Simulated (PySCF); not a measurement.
# MoNI: triplet, from a PBE0 minimum start

The task is one start of a wider search on MoNI: the triplet, from a PBE0 minimum start. It is relaxed, tested by its Hessian and followed downhill if it is a saddle.

Program: PySCF 2.14.0. Level of theory: PBE0, basis Mo def2-SVP with ECP28, N def2-SVP, I def2-SVP with ECP28, scalar-relativistic core potentials, no spin–orbit coupling, density fitting. These are calculated values, not measurements.

## Step 1: Where the work starts

3 atoms, charge 0, spin multiplicity 3.

Bond lengths: Mo1–N2 1.609 Å, Mo1–I3 2.668 Å. Angles: N2–Mo1–I3 116.9°.

Z-matrix (Å, degrees; charge 0 multiplicity 3):
```
Mo
N  1 1.6085
I  1 2.6680 2 116.94
```

## Step 2: First SCF at the start

The steps below are one call of a driver around PySCF. For each, scf.py gives the equivalent set-up of the SCF; relaxations use the driver's own optimiser. After this first run the driver tries any further starts and a stability analysis.

Contents of scf.py:

```python
from pyscf import gto, scf, dft
mol = gto.M(atom='''
Mo    -0.000103    -0.503095    -1.282527
N      0.000130     0.637034    -2.417189
I      0.000065     0.317784     1.256024''',
    basis={'Mo': 'def2-SVP', 'N': 'def2-SVP', 'I': 'def2-SVP'},
    ecp={'Mo': 'def2-SVP', 'I': 'def2-SVP'},
    charge=0, spin=2)
mf = dft.UKS(mol, xc='PBE0')
mf.grids.atom_grid = (50, 194)
aux = {'Mo': 'def2-universal-JKFIT', 'N': 'def2-universal-JKFIT', 'I': 'def2-universal-JKFIT'}
mf = mf.density_fit(auxbasis=aux)
mf.conv_tol = 1e-08
mf.diis_space = 10
mf.max_cycle = 60
mf.init_guess = 'minao'
mf.verbose = 4
mf.kernel()
```

Command:

```console
> OMP_NUM_THREADS=2 python axn.py task.json out
```

Further steps of the session: PBE0 minimum start, triplet: relaxation; Vibrations and properties at this point.

Before running it: what results should come out? Wanted: minimum; geometry; wavenumbers; dipole moment; highest occupied, lowest empty level; polar-tensor charge of Mo1; zero-point energy; atomisation energy; ⟨S²⟩.

**Answer**, as computed:

| quantity | value |
| --- | --- |
| minimum | triplet, Cs |
| geometry | Mo–I 2.668 Å, Mo–N 1.609 Å; I–Mo–N 116.9° |
| wavenumbers (cm⁻¹) | 126 (a'), 230 (a'), 1169 (a') |
| dipole moment | 4.65 D |
| highest occupied, lowest empty level (either spin) | -6.62, -3.47 eV |
| polar-tensor charge of Mo1 | +1.16 e |
| zero-point energy | 9.1 kJ/mol |
| entropy at 298.15 K | 319.7 J/(mol K) |
| atomisation energy (no zero-point energy) | 777 kJ/mol |
| ⟨S²⟩ | 2.064 |

In words: The PBE0 minimum start keeps its Cs symmetry and ends in a minimum. The strongest infrared band lies at 1169 cm⁻¹ (a', stretch). Most of the spin sits on Mo1 (Mulliken spin 2.39, against 2 for the whole molecule). Other starts or spin states, not run here, may lie lower. Open d and f shells are described by one determinant, and the ground state may have another occupation or spin. Spin–orbit coupling, left out here, can matter for elements this heavy.
